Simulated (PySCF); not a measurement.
# Ways to converge the SCF of InBr

The same problem is solved with other solver options, one edit a run.

Method: each script names its method and basis; program: PySCF 2.14.0.

2 further runs of the same task are left out: 2 that didn't finish.

## 1. The starting structure

InBr: 2 atoms, charge 0, spin multiplicity 1.

Bond lengths: In1–Br2 2.505 Å.

## 2. The base run

Input file input.py:

```python
from pyscf import gto, scf
from pyscf.hessian import thermo

mol = gto.M(
    atom='In 0 0 0; Br 0 0 2.505',
    basis='sbkjc',
    ecp={'In': 'sbkjc', 'Br': 'sbkjc'},
    charge=0,
    spin=0,
    verbose=4,
)
mf = scf.RHF(mol)
mf.kernel()
hess = mf.Hessian().kernel()
print('wavenumber (cm^-1) =', thermo.harmonic_analysis(mol, hess)['freq_wavenumber'].round(1))
mf.dip_moment()
print('orbital energies (hartree):', mf.mo_energy[..., max(0, mol.nelec[1]-3):mol.nelec[0]+3].round(4))
```

On the command line:

```
$ OMP_NUM_THREADS=1 python input.py
```

Its log is not repeated here.

Base result: E(SCF) = -201.474709 Eh, 12 cycles, μ = 4.05 D, wavenumbers 263 cm⁻¹.

The bond length is a typed value, not an optimised one, so the wavenumber is not that of the minimum.

## 3. DIIS space 2

Variant 1 changes DIIS space: default → 2.

Input file input.py:

```python
from pyscf import gto, scf
from pyscf.hessian import thermo

mol = gto.M(
    atom='In 0 0 0; Br 0 0 2.505',
    basis='sbkjc',
    ecp={'In': 'sbkjc', 'Br': 'sbkjc'},
    charge=0,
    spin=0,
    verbose=4,
)
mf = scf.RHF(mol)
mf.diis_space = 2
mf.kernel()
hess = mf.Hessian().kernel()
print('wavenumber (cm^-1) =', thermo.harmonic_analysis(mol, hess)['freq_wavenumber'].round(1))
mf.dip_moment()
print('orbital energies (hartree):', mf.mo_energy[..., max(0, mol.nelec[1]-3):mol.nelec[0]+3].round(4))
```

On the command line:

```
$ OMP_NUM_THREADS=1 python input.py
```

## 4. Point-group symmetry on

Variant 2 changes point-group symmetry: off → on.

input.py: that of step 2 with these lines changed.

```diff
@@ -9,2 +9,3 @@
     spin=0,
+    symmetry=True,
     verbose=4,
```

## 5. Initial guess random

Variant 3 changes initial guess: minao → random.

input.py: that of step 2 with these lines changed.

```diff
@@ -12,2 +12,3 @@
 mf = scf.RHF(mol)
+mf.init_guess = 'random'
 mf.kernel()
```

What does the calculation give? Wanted: for each run, E(SCF); from base; gap; SCF dipole; after the SCF.

**Answer**, as computed:

```tsv
run	E(SCF) (hartree)	from base (eV)	cycles	gap (eV)	SCF dipole (D)	after the SCF
base	-201.474709	0	12	9.75	4.05	highest mode 263 cm⁻¹
DIIS space 2	-201.474709	0.0000	17	9.75	4.05	highest mode 263 cm⁻¹
point-group symmetry on	-201.474709	0.0000	12	9.75	4.05	highest mode 263 cm⁻¹
initial guess random	-201.474709	0.0000	12	9.75	4.05	highest mode 263 cm⁻¹
```

Distance from each run's final energy (log10 hartree) by cycle:

```tsv
run	cycle 1	cycle 2	cycle 3	cycle 5	cycle 8	cycle 12
base	1.1	1.1	-0.3	-2.2	-5.9	< -11
DIIS space 2	1.1	1.1	-0.3	-1.5	-4.0	-6.7
point-group symmetry on	1.1	1.1	-0.3	-2.2	-5.9	< -11
initial guess random	1.1	1.1	-0.3	-2.2	-5.9	< -11
```

With DIIS space 2 or point-group symmetry on or initial guess random the SCF ends at the base energy. PySCF falls back to minao for a guess that it doesn't know or can't read, so that run repeats the base. The base needs 12 cycles and the run with DIIS space 2 needs 17.
